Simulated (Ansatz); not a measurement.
**CH5BO2Te: basis-set convergence**

An exercise on one series of results from a longer session: the logs are not shown, and one member is left open.

Program: Ansatz 0.2.0, Gaussian basis. Level of theory: one geometry, several basis sets. These are calculated values, not measurements.

Levels to be run: PBE0-D4/def2-SVP; ωB97M-V/def2-SVP; PBE0-D4/def2-QZVPP; ωB97M-V/def2-QZVPP; the functionals' def2-TZVPP values are taken from earlier runs.

### The geometry

The geometry comes from an earlier relaxation with PBE0-D4 in a triple-zeta def2 set; it is a stationary point, not always the lowest conformer. Te takes the def2 core potential; no spin-orbit term is included.

SMILES `C[Te]B(O)O`, 10 atoms, charge 0, spin multiplicity 1.

Atoms are counted from 1 here; the program's logs count them from 0.

Bond lengths: C1–Te2 2.142 Å, C1–H6 1.088 Å, C1–H7 1.086 Å, C1–H8 1.086 Å, Te2–B3 2.177 Å, B3–O4 1.364 Å, B3–O5 1.357 Å, O4–H9 0.958 Å, O5–H10 0.963 Å. Angles: Te2–C1–H6 107.1°, Te2–C1–H7 109.1°, Te2–C1–H8 109.1°, H6–C1–H7 110.5°, H6–C1–H8 110.5°, H7–C1–H8 110.6°, C1–Te2–B3 95.1°, Te2–B3–O4 123.1°, Te2–B3–O5 117.9°, O4–B3–O5 119.1°, B3–O4–H9 115.2°, B3–O5–H10 111.8°.

Set-up of the first run:

The input, in.yaml:

```yaml
crystal:
  periodic: [false, false, false]
  atoms:
    - {symbol: C, position_ang: [-0.823048, -1.655358, -0.675808]}
    - {symbol: Te, position_ang: [-1.557284, 0.237447, 0.007090]}
    - {symbol: B, position_ang: [0.409397, 1.067891, 0.432370]}
    - {symbol: O, position_ang: [0.595344, 2.326875, 0.922445]}
    - {symbol: O, position_ang: [1.492711, 0.286651, 0.195194]}
    - {symbol: H, position_ang: [-1.689517, -2.253327, -0.951430]}
    - {symbol: H, position_ang: [-0.272039, -2.133607, 0.129116]}
    - {symbol: H, position_ang: [-0.181087, -1.497094, -1.537818]}
    - {symbol: H, position_ang: [-0.206660, 2.830527, 1.068645]}
    - {symbol: H, position_ang: [2.315083, 0.738895, 0.413097]}
basis:
  gaussian: {orbitals: def2-SVP}
hamiltonian: {xc: pbe0, dispersion: d4}
output: {orbitals: {seedname: orbitals}}
```

Steps of the session up to this table: PBE0-D4 in def2-SVP; ωB97M-V in def2-SVP; PBE0-D4 in def2-QZVPP; ωB97M-V in def2-QZVPP.

One table of the session follows, with a row left open; its other results are not shown here.

It belongs to the step «Functionals by basis». 

| functional | basis | HOMO (eV) |
| --- | --- | --- |
| PBE0-D4 | def2-SVP | ? |
| PBE0-D4 | def2-TZVPP | -6.06 |
| PBE0-D4 | def2-QZVPP | -6.08 |
| ωB97M-V | def2-SVP | -7.94 |
| ωB97M-V | def2-TZVPP | -8.12 |
| ωB97M-V | def2-QZVPP | -8.15 |

**Question.** Estimate the row for PBE0-D4, def2-SVP.

The run gave: HOMO (eV): -5.90. In the column «HOMO (eV)» it is the highest.
